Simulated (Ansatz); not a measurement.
## CH6N2OSi, SMILES N=C(N)[SiH2]O: a single point from an input written key by key

Program: Ansatz 0.2.0 through its Python package.

The script, `deck_ch6n2osi.py`:
```python
# -*- coding: utf-8 -*-
"""Run CH6N2OSi from an input written out key by key."""

import ansatz
import numpy as np

DECK = """
crystal:
  periodic: [false, false, false]
  atoms:
    - { symbol: "N", position_ang: [-1.5831, 1.0359, 0.4382] }
    - { symbol: C, position_ang: [-0.5808, 0.3359, 0.4135] }
    - { symbol: "N", position_ang: [0.0279, -0.0739, 1.5372] }
    - { symbol: Si, position_ang: [0.2126, -0.2072, -1.3128] }
    - { symbol: O, position_ang: [1.6348, -0.947, -1.1133] }
    - { symbol: H, position_ang: [-1.8769, 1.3336, 1.3896] }
    - { symbol: H, position_ang: [0.7051, -0.8773, 1.4599] }
    - { symbol: H, position_ang: [-0.4546, -0.0857, 2.392] }
    - { symbol: H, position_ang: [-0.7472, -1.1974, -1.9148] }
    - { symbol: H, position_ang: [0.3616, 0.9423, -2.1865] }
    - { symbol: H, position_ang: [2.366, -0.3162, -1.0823] }
basis:
  gaussian:
    orbitals: def2-SVP
    point_charges: [{ charge: -0.5, position_ang: [0.0, 0.0, 7.39] }]
hamiltonian:
  xc: r2scan
output:
  forces: true
"""

session = ansatz.Session.from_yaml(DECK)
r = session.plan(threads=1).execute().report

print("reference energy %16.6f eV" % r["reference_energy_ev"])
print("total energy     %16.6f eV" % r["free_energy_ev"])
print("occupied orbitals outside the frozen core (up, down):", r["n_occupied"], " frozen:", r["n_frozen"], " virtual:", r["n_virtual"])
symbols = ["N", "C", "N", "Si", "O", "H", "H", "H", "H", "H", "H"]

forces = np.array(r["forces_ev_ang"])
print("largest force", round(float(np.linalg.norm(forces, axis=1).max()), 4), "eV/A, rms", round(float(np.sqrt((forces ** 2).mean())), 4))
charges = r["charge_distribution"]
dipole = np.array(charges["dipole_moment_e_ang"]) * 4.803205
print("dipole (D): {:.3f} {:.3f} {:.3f}, length {:.3f}".format(*dipole, np.linalg.norm(dipole)))
print("atom  Mulliken   Lowdin")
for symbol, m, l in zip(symbols, charges["mulliken_charges_e"], charges["lowdin_charges_e"]):
    print(f"{symbol:4s} {m:9.3f} {l:8.3f}")
```

```console
$ python deck_ch6n2osi.py
reference energy    -14028.490631 eV
total energy        -14028.490631 eV
occupied orbitals outside the frozen core (up, down): [24, 24]  frozen: 0  virtual: [80, 80]
largest force 5.5439 eV/A, rms 1.6007
dipole (D): 2.420 -0.607 2.393, length 3.457
atom  Mulliken   Lowdin
N       -0.217    0.010
C       -0.243   -0.357
N       -0.140    0.165
Si       0.673    0.290
O       -0.403    0.064
H        0.092   -0.003
H        0.133    0.032
H        0.119   -0.010
H       -0.106   -0.090
H       -0.112   -0.095
H        0.204   -0.006
```

Reading the output:
- These settings explore the input space; basis and method may be short of convergence.
- The geometry is a force-field or estimated start, not a minimum of this method, and the basis set is short of its limit.
- The Löwdin charges here are taken after orthogonalising the functions within each atom; they differ from plain Löwdin charges, and their signs can be unphysical.
- Timing: 5.7 s on 1 thread of Arm Neoverse V2, on a shared host, peak memory 0.21 GiB.

(A comment or docstring line of the script was reworded after the run, the code is as it ran; lines on the test bed's own set-up are left out of the output.)
